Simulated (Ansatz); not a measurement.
This was printed by a script on the Ansatz DFT code, driven from Python, for a single point in a Gaussian basis of C2H8B2O, SMILES CCBBO. What did the script look like? Level of theory: B3LYP, cc-pVDZ basis, multiplicity 1.

| atom | x (Å) | y (Å) | z (Å) |
| --- | --- | --- | --- |
| C | -1.2349 | -1.1675 | -0.4903 |
| C | 0.0128 | -1.2141 | 0.2908 |
| B | 0.4668 | 0.2267 | 0.7785 |
| B | 1.1025 | 1.3862 | -0.2870 |
| O | 1.5140 | 2.6576 | 0.1848 |
| H | -1.1421 | -0.4940 | -1.4195 |
| H | -2.0628 | -0.6742 | 0.1233 |
| H | -1.5600 | -2.1251 | -0.8150 |
| H | 0.8140 | -1.6476 | -0.2974 |
| H | -0.1403 | -1.8606 | 1.2010 |
| H | 0.5434 | 0.4520 | 1.9718 |
| H | 1.0460 | 1.1535 | -1.4253 |
| H | 0.6608 | 3.2723 | 0.1991 |

```console
$ python run_energy.py
reference energy     -5603.459200 eV
total energy         -5603.459200 eV
occupied orbitals outside the frozen core (up, down): [19, 19]  frozen: 0  virtual: [91, 91]
mean field: -205.9233274 Ha, <S^2> = 0.0000, stability: minimum
forces (eV/A)
  C    -1.8147    2.8407   -1.0631
  C     0.7535    0.2913    2.4874
  B     0.7514   -0.9400    0.6807
  B    -0.4976    1.4418    1.1889
  O    -2.6922    0.9620   -0.5472
  H    -0.0636   -0.8336    0.9344
  H     0.5755   -0.6858   -0.6365
  H    -0.5925   -1.2475   -0.4355
  H     0.6369   -0.3161   -0.4290
  H     0.1659    0.1303   -0.6680
  H    -0.3176    0.0012    0.0033
  H     0.4697    0.0231   -1.5443
  H     2.6254   -1.6672    0.0291
dipole moment 1.497 D
Mulliken: [('C', -0.045), ('C', 0.005), ('B', -0.077), ('B', 0.201), ('O', -0.183), ('H', 0.023), ('H', 0.018), ('H', 0.012), ('H', 0.009), ('H', 0.004), ('H', -0.046), ('H', -0.114), ('H', 0.193)]
Alpha     -20.853 eV  occupation 2
Alpha     -16.642 eV  occupation 2
Alpha     -14.510 eV  occupation 2
Alpha     -13.090 eV  occupation 2
Alpha     -12.258 eV  occupation 2
Alpha     -11.546 eV  occupation 2
Alpha     -11.410 eV  occupation 2
Alpha     -10.385 eV  occupation 2
Alpha     -10.033 eV  occupation 2
Alpha      -9.437 eV  occupation 2
Alpha      -8.757 eV  occupation 2
Alpha      -8.111 eV  occupation 2
Alpha      -6.502 eV  occupation 2
Alpha      -2.858 eV  occupation 0
Alpha       0.389 eV  occupation 0
Alpha       1.126 eV  occupation 0
Alpha       2.051 eV  occupation 0
```

The script that was run (others could print the same):

`run_energy.py`:
```python
"""Electronic structure of the C2H8B2O molecule."""

from pathlib import Path

import ansatz
import numpy as np

SETTINGS = {
    "basis": "cc-pVDZ",
    "functional": "B3LYP",
}

c2h8b2o = (
    ansatz.Crystal.molecule()
    .atom("C", (-1.2349, -1.1675, -0.4903))
    .atom("C", (0.0128, -1.2141, 0.2908))
    .atom("B", (0.4668, 0.2267, 0.7785))
    .atom("B", (1.1025, 1.3862, -0.287))
    .atom("O", (1.514, 2.6576, 0.1848))
    .atom("H", (-1.1421, -0.494, -1.4195))
    .atom("H", (-2.0628, -0.6742, 0.1233))
    .atom("H", (-1.56, -2.1251, -0.815))
    .atom("H", (0.814, -1.6476, -0.2974))
    .atom("H", (-0.1403, -1.8606, 1.201))
    .atom("H", (0.5434, 0.452, 1.9718))
    .atom("H", (1.046, 1.1535, -1.4253))
    .atom("H", (0.6608, 3.2723, 0.1991))
)

calc = (
    c2h8b2o.calculation()
    .basis(gaussian=SETTINGS["basis"])
    .functional(SETTINGS["functional"])
    .forces()
    .orbitals()
)
done = calc.run(threads=1, runs_dir="out")
rep = done.report

print("reference energy %16.6f eV" % rep["reference_energy_ev"])
print("total energy     %16.6f eV" % rep["free_energy_ev"])
print("occupied orbitals outside the frozen core (up, down):", rep["n_occupied"], " frozen:", rep["n_frozen"], " virtual:", rep["n_virtual"])

state = rep["mean_field"]["state"]
print(f"mean field: {state['energy']['hartree']:.7f} Ha, <S^2> = {abs(state['spin_squared']):.4f}, stability: {state.get('stability', {}).get('kind')}")

symbols = [site.symbol for site in c2h8b2o.cartesian_sites]
print("forces (eV/A)")
for symbol, f in zip(symbols, rep["forces_ev_ang"]):
    print(f"  {symbol:2s} {f[0]:9.4f} {f[1]:9.4f} {f[2]:9.4f}")

charges = rep["charge_distribution"]
print("dipole moment", round(4.803205 * float(np.linalg.norm(charges["dipole_moment_e_ang"])), 3), "D")
print("Mulliken:", [(s, round(q, 3)) for s, q in zip(symbols, charges["mulliken_charges_e"])])

lines = Path(rep["orbitals_path"]).read_text().splitlines()
field_of = lambda key: [line.split("=")[1].strip() for line in lines if line.startswith(key)]
orbitals = [(27.211386 * float(e), s, float(n)) for e, s, n in zip(field_of("Ene="), field_of("Spin="), field_of("Occup="))]
homo = max(e for e, _, n in orbitals if n > 0.5)
lumo = min(e for e, _, n in orbitals if n < 0.5)
for e, spin, n in sorted(orbitals):
    if homo - 15 < e < lumo + 5:
        print(f"{spin:6s} {e:10.3f} eV  occupation {n:.0f}")
```

Total energies depend on the basis set; only differences at equal settings carry meaning. The geometry is a force-field or estimated start, not a minimum of this method, and the basis set is short of its limit. Alpha marks a spatial orbital of a restricted run, filled by both spins. b3lyp holds the VWN-RPA fit, as in Gaussian; the form of ORCA and Turbomole is b3lyp5. Levels such as HOMO and LUMO are orbital energies: with these approximate functionals they aren't the ionisation energy and electron affinity, and their gap isn't the fundamental gap. The whole script took 5.7 s on 1 thread of Arm Neoverse V1 (shared host), peak memory 0.27 GiB.

(Lines on the test bed's own set-up are left out of the output.)
